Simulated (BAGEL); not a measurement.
# BCl3F− (SMILES F[B-](Cl)(Cl)Cl) at PBE0/def2-SVP (density fitting with qzvpp-jkfit)

Aim: the energy change on altering one bond length of BCl3F− at PBE0/def2-SVP (density fitting with qzvpp-jkfit), from 2 runs. 

Program for the calculation: BAGEL 1.2.2.

2 further runs of the same task are left out: 1 that didn't finish, 1 set aside as unsound or not needed.

## 1. Starting point

BCl3F− has 5 atoms, charge -1, and is taken as a singlet. SMILES: `F[B-](Cl)(Cl)Cl`. Geometry: relaxed at GFN2-xTB.

Bond lengths: F1–B2 1.365 Å, B2–Cl3 1.861 Å, B2–Cl4 1.856 Å, B2–Cl5 1.860 Å. Angles: F1–B2–Cl3 109.3°, F1–B2–Cl4 109.5°, F1–B2–Cl5 109.5°, Cl3–B2–Cl4 109.5°, Cl3–B2–Cl5 109.4°, Cl4–B2–Cl5 109.7°.

## 2. A single-point energy at PBE0/def2-SVP (density fitting with qzvpp-jkfit)

job.json

```json
{ "bagel": [

{
  "title": "molecule",
  "basis": "svp",
  "df_basis": "qzvpp-jkfit",
  "angstrom": true,
  "geometry": [
    { "atom": "F", "xyz": [    0.869080,   -0.917170,    0.738550 ] },
    { "atom": "B", "xyz": [    0.058880,   -0.062460,    0.047650 ] },
    { "atom": "Cl", "xyz": [   -1.256120,    0.596740,    1.187520 ] },
    { "atom": "Cl", "xyz": [   -0.741290,   -0.969790,   -1.360090 ] },
    { "atom": "Cl", "xyz": [    1.069450,    1.352680,   -0.613630 ] }
  ]
},
{ "title": "ks", "xc_func": "pbe0", "charge": -1 },
{ "title": "print", "file": "orbitals.molden", "orbitals": true }

]}
```

Run with:

```
$ BAGEL_NUM_THREADS=1 BAGEL job.json > job.out
```

Output:

```text
* using 1 threads per process

  ===============================================================
  ===============================================================

  *** Geometry ***

  { "atom" : "F", "xyz" : [      1.642323,     -1.733200,      1.395657 ] },
  { "atom" : "B", "xyz" : [      0.111267,     -0.118032,      0.090045 ] },
  { "atom" : "Cl", "xyz" : [     -2.373723,      1.127675,      2.244088 ] },
  { "atom" : "Cl", "xyz" : [     -1.400835,     -1.832637,     -2.570198 ] },
  { "atom" : "Cl", "xyz" : [      2.020968,      2.556195,     -1.159593 ] },

  Number of auxiliary basis functions:      536

  Since a DF basis is specified, we compute 2- and 3-index integrals:
    o Being stored without compression. Storage requirement is 0.029 GB

  Number of basis functions:       82
  Number of electrons      :       65

    * METHOD: MOLECULE                             0.24

  *** Kohn-Sham DFT ***

    * Removing 9580 points whose weight is below 1.00e-10
    * Grid points: 64950

  === Nuclear Repulsion ===
   332.8466766716

       - DIIS with orbital gradients will be used.

  === KS iteration (pbe0 / svp) ===
      0      -1481.08447344          0.11044928           0.43
      1      -1490.50354637          0.10545422           0.39
      2      -1498.76118920          0.07384747           0.34
      3      -1504.38461355          0.01015960           0.34
      4      -1504.42160106          0.00766262           0.35
      5      -1504.44947815          0.00249325           0.34
      6      -1504.45262141          0.00070653           0.34
      7      -1504.45291596          0.00022329           0.35
      8      -1504.45294383          0.00002389           0.34
      9      -1504.45294433          0.00000237           0.34
     10      -1504.45294434          0.00000065           0.34
     11      -1504.45294434          0.00000021           0.34
     12      -1504.45294434          0.00000005           0.35
     13      -1504.45294434          0.00000002           0.34
     14      -1504.45294434          0.00000002           0.34
     15      -1504.45294434          0.00000000           0.34
    * SCF iteration converged.

    * Permanent dipole moment:
           (    0.054951,    -0.052119,     0.054899) a.u.

    * METHOD: KS                                   5.97

    * METHOD: PRINT                                0.01

  ===============================================================
```

Run time: 6.9 s. Hardware: 1 thread of Intel Xeon Platinum 8488C (Sapphire Rapids), shared host; peak memory 0.31 GiB.

## 3. The distorted shape at the same level

dft.json

```json
{ "bagel" : [

{
  "title" : "molecule",
  "basis" : "svp",
  "df_basis" : "qzvpp-jkfit",
  "angstrom" : "true",
  "geometry" : [
    { "atom" : "F", "xyz" : [    1.921094,   -1.444537,   -0.173358 ] },
    { "atom" : "B", "xyz" : [    1.110894,   -0.589827,   -0.864258 ] },
    { "atom" : "Cl", "xyz" : [   -1.256120,    0.596740,    1.187520 ] },
    { "atom" : "Cl", "xyz" : [    0.310724,   -1.497157,   -2.271998 ] },
    { "atom" : "Cl", "xyz" : [    2.121464,    0.825313,   -1.525538 ] }
  ]
},
{
  "title" : "ks",
  "xc_func" : "pbe0",
  "charge" : -1
},
{
  "title" : "print",
  "file" : "orbitals.molden",
  "orbitals" : "true"
}

]}
```

Run with:

```
$ BAGEL_NUM_THREADS=1 BAGEL dft.json > dft.out
```

Output:

```text
* using 1 threads per process

  ===============================================================
  ===============================================================

  *** Geometry ***

  { "atom" : "F", "xyz" : [      3.630342,     -2.729779,     -0.327599 ] },
  { "atom" : "B", "xyz" : [      2.099285,     -1.114611,     -1.633211 ] },
  { "atom" : "Cl", "xyz" : [     -2.373723,      1.127675,      2.244088 ] },
  { "atom" : "Cl", "xyz" : [      0.587183,     -2.829217,     -4.293454 ] },
  { "atom" : "Cl", "xyz" : [      4.008986,      1.559616,     -2.882849 ] },

  Number of auxiliary basis functions:      536

  Since a DF basis is specified, we compute 2- and 3-index integrals:
    o Being stored without compression. Storage requirement is 0.029 GB

  Number of basis functions:       82
  Number of electrons      :       65

    * METHOD: MOLECULE                             0.23

  *** Kohn-Sham DFT ***

    * Removing 8207 points whose weight is below 1.00e-10
    * Grid points: 66323

  === Nuclear Repulsion ===
   281.4598330667

       - DIIS with orbital gradients will be used.

  === KS iteration (pbe0 / svp) ===
      0      -1468.89320218          0.13095372           0.38
      1      -1371.58744589          0.08718980           0.39
      2      -1265.54476969          0.20633077           0.35
      3      -1471.74088372          0.11377109           0.35
      4      -1477.28039213          0.09707528           0.35
      5      -1479.21586034          0.09072525           0.35
      6      -1479.97969343          0.08918631           0.35
      7      -1375.53160295          0.11725475           0.35
      8      -1494.45539563          0.04926734           0.35
      9      -1504.10710979          0.01253900           0.35
     10      -1504.34464362          0.00316848           0.35
     11      -1504.35560898          0.00173023           0.35
     12      -1504.35545665          0.00110081           0.34
     13      -1504.35760765          0.00028981           0.35
     14      -1504.35765118          0.00015553           0.35
     15      -1504.35766893          0.00002799           0.35
     16      -1504.35766945          0.00000648           0.35
     17      -1504.35766949          0.00000104           0.34
     18      -1504.35766949          0.00000021           0.34
     19      -1504.35766949          0.00000009           0.35
     20      -1504.35766949          0.00000002           0.34
     21      -1504.35766949          0.00000001           0.34
    * SCF iteration converged.

    * Permanent dipole moment:
           (   -1.781167,     0.796283,     1.866709) a.u.

    * METHOD: KS                                   7.99

    * METHOD: PRINT                                0.01

  ===============================================================
```

It took 8.7 s on 1 thread of Intel Xeon Platinum 8488C (Sapphire Rapids), shared host; peak memory 0.32 GiB.

## 4. Summary of results

Level: PBE0/def2-SVP (density fitting with qzvpp-jkfit).

| quantity | value |
| --- | --- |
| first shape: total energy | -1504.45294 Eh |
| first shape: HOMO energy | -2.82 eV |
| first shape: LUMO energy | 8.32 eV |
| first shape: HOMO–LUMO gap (to an unbound level, set by the basis) | 11.14 eV |
| distorted shape: total energy | -1504.35767 Eh |
| distorted shape: HOMO energy | -1.45 eV |
| distorted shape: LUMO energy | 1.96 eV |
| distorted shape: HOMO–LUMO gap (to an unbound level, set by the basis) | 3.42 eV |
| energy change with the B2–Cl3 bond stretched from 1.861 to 3.350 Å | 2.593 eV |

In words: With the B2–Cl3 bond stretched from 1.861 to 3.350 Å the energy rises by 2.59 eV (250 kJ/mol). The first shape isn't relaxed at this level, so the change isn't measured from a minimum.
